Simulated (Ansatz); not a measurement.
C, space group Im-3m, a projected density of states

Program: Ansatz's Python interface.

Notebook, run cell by cell (the value of a cell's last expression is shown):

**Cell 1**
```python
import ansatz as az
import numpy as np
```

**Cell 2**
```python
xtal = (
    az.Lattice.of([-2.42172, 2.42172, 2.42172], [2.42172, -2.42172, 2.42172], [2.42172, 2.42172, -2.42172])
    .atom("C", [0.325307, 0.0, 0.0])
    .atom("C", [0.674693, 0.674693, 0.674693])
    .atom("C", [0.0, 0.325307, 0.0])
    .atom("C", [0.0, 0.0, 0.325307])
    .atom("C", [0.0, 0.674693, 0.0])
    .atom("C", [0.325307, 0.325307, 0.325307])
    .atom("C", [0.674693, 0.0, 0.0])
    .atom("C", [0.0, 0.0, 0.674693])
)
```

**Cell 3**
```python
xtal.resolved().sites[-1]
```
Output:
```text
Site(symbol='C', position=(0.0, 0.0, 0.674693), moment=None, axis=None, held=None, saved=None)
```

**Cell 4**
```python
calc = (
    xtal.calculation()
    .functional("lda")
    .kpoints(length=22)
    .occupations("fermi_dirac")
    .scf(extra_bands=22)
    .density_of_states(projected=True, energy_step=0.05)
)
history = []
out = calc.session().plan().execute(on_event=lambda event: history.append(event["data"]["dr2_ev"]) if event["event"] == "scf_iter" else None)
data = out.report
```
Output:
```text
DeckWarning: basis.ecutwfc = 420 eV, auto-derived from the records' recommended cutoffs: set by C (normal level)
```

**Cell 5**
```python
data["converged"], data["free_energy_ev"]
```
Output:
```text
(True, -1938.2182869904796)
```

**Cell 6**
```python
print("density residual by iteration (eV):", " ".join(f"{value:.1e}" for value in history[:40]))

dos = out.density_of_states()
energy = np.asarray(dos.energies_ev) - dos.fermi_ev
curves = {}
for site in out.projected_density_of_states().sites:
    for shell in site.shells:
        weight = sum(np.sum(curve.g_bin_mean_per_ev, axis=0) for curve in shell.curves)
        name = f"{site.species} {shell.label}"
        curves[name] = curves.get(name, 0) + weight
```
Output:
```text
density residual by iteration (eV): 7.8e-02 8.1e-03 4.1e-04 8.1e-06 2.5e-08 8.5e-11
```

**Cell 7**
```python
step = energy[1] - energy[0]
windows = [(-10, -5), (-5, 0), (0, 6)]
print("states by shell in windows of E - E_F (eV):", windows)
for name, g in curves.items():
    print(f"{name:8s}", " ".join(f"{step * g[(energy >= a) & (energy < b)].sum():8.3f}" for a, b in windows))
filled = (energy < 0) & (energy > -10)
for name, g in curves.items():
    if g[filled].sum() * step > 0.5:
        print(f"centre of {name}: {np.average(energy[filled], weights=g[filled]):.2f} eV")
```
Output:
```text
states by shell in windows of E - E_F (eV): [(-10, -5), (-5, 0), (0, 6)]
C 2S        0.847    0.530    1.776
C 2P        9.846    7.128    6.390
centre of C 2S: -6.18 eV
centre of C 2P: -5.98 eV
```

Notes:
- Total energies depend on the potentials; only differences at equal settings carry meaning. A total without «per atom» is that of the whole cell that was run.
- Semilocal gaps usually lie well under measured ones.
- An opening on this mesh may only mean that it misses a point where bands touch.
- The crystal has a gap of about 2.90 eV on the mesh; bins of finite width blur the band edges.
- This isn't the structure that C takes at ambient conditions.
- Warnings are shown shortened and without file and line.
- Curves are summed over the cell's atoms. Only shells that the potentials hold have channels, so projections don't add up to the total, least of all where a shell is missing (p of most metals); heights and places of peaks move with the mesh.
- The density of states is complete only as far up as bands were computed.
- A band centre counts only the states inside the window taken.
- It ran for 2 s on 1 thread of Arm Neoverse V2, on a shared host, peak memory 0.36 GiB.
